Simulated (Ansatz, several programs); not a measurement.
Energy against volume for an ordered 4-atom cell of CuLaTe2 on the rocksalt lattice (R-3m), at fixed shape and fractional coordinates, computed by several methods (PBE and r2SCAN, where shown, with plane waves in Ansatz); the cell shown is that of r2SCAN. With free coordinates or axes held, a curve is too stiff, and on another method's shape its minimum isn't the method's own volume. It is trigonal, R-3m (No. 166); a = 4.476 Å, c = 20.249 Å in the conventional setting, 29.27 Å³ an atom. Around Cu lie 6 Te at 2.97 Å; around La lie 6 Te at 3.21 Å; around Te lie 3 Cu at 2.97 Å and 3 La at 3.21 Å. Computed, not measured; no magnetism was allowed, and whether the structure is a known phase isn't checked. Energies count from each curve's lowest point; fits are third-order Birch-Murnaghan.

```xyz
4
Lattice="2.2379 1.2920 6.7495 -2.2379 1.2920 6.7495 0.0000 -2.5841 6.7495" Properties=species:S:1:pos:R:3 pbc="T T T"
Cu    2.2379    1.2920    6.7495
La    0.0000    0.0000   10.1243
Te    0.0000    0.0000    5.2826
Te    0.0000    0.0000   14.9660
```

r2SCAN, on the shape of its own relaxed cell:
```
V (Å³/atom)  E (meV/atom)
     27.517         19.83
     28.395          4.69
     29.274          0.00
     30.152          4.21
     31.030         16.00
```
V₀ = 29.27 Å³ an atom and B₀ = 54 GPa.

light PBE (260 eV and a coarse mesh), on the shape of the cell shown:
```
V (Å³/atom)  E (meV/atom)
     26.932         48.09
     28.103         11.01
     29.274          0.00
     30.444         14.22
     31.615         32.57
     32.786         40.59
```
The points scatter about the fit by more than 0.3 meV an atom, since at so low a cutoff the number of plane waves jumps with the volume, so no fit is quoted.

Q: PBE, on the shape of its own relaxed cell, gives
```
V (Å³/atom)  E (meV/atom)
     27.511         18.57
     28.389          4.34
     29.267          0.00
     30.145          4.07
     31.023         15.28
```
What equilibrium volume and bulk modulus follow?

A: V₀ = 29.26 Å³ an atom and B₀ = 51 GPa.
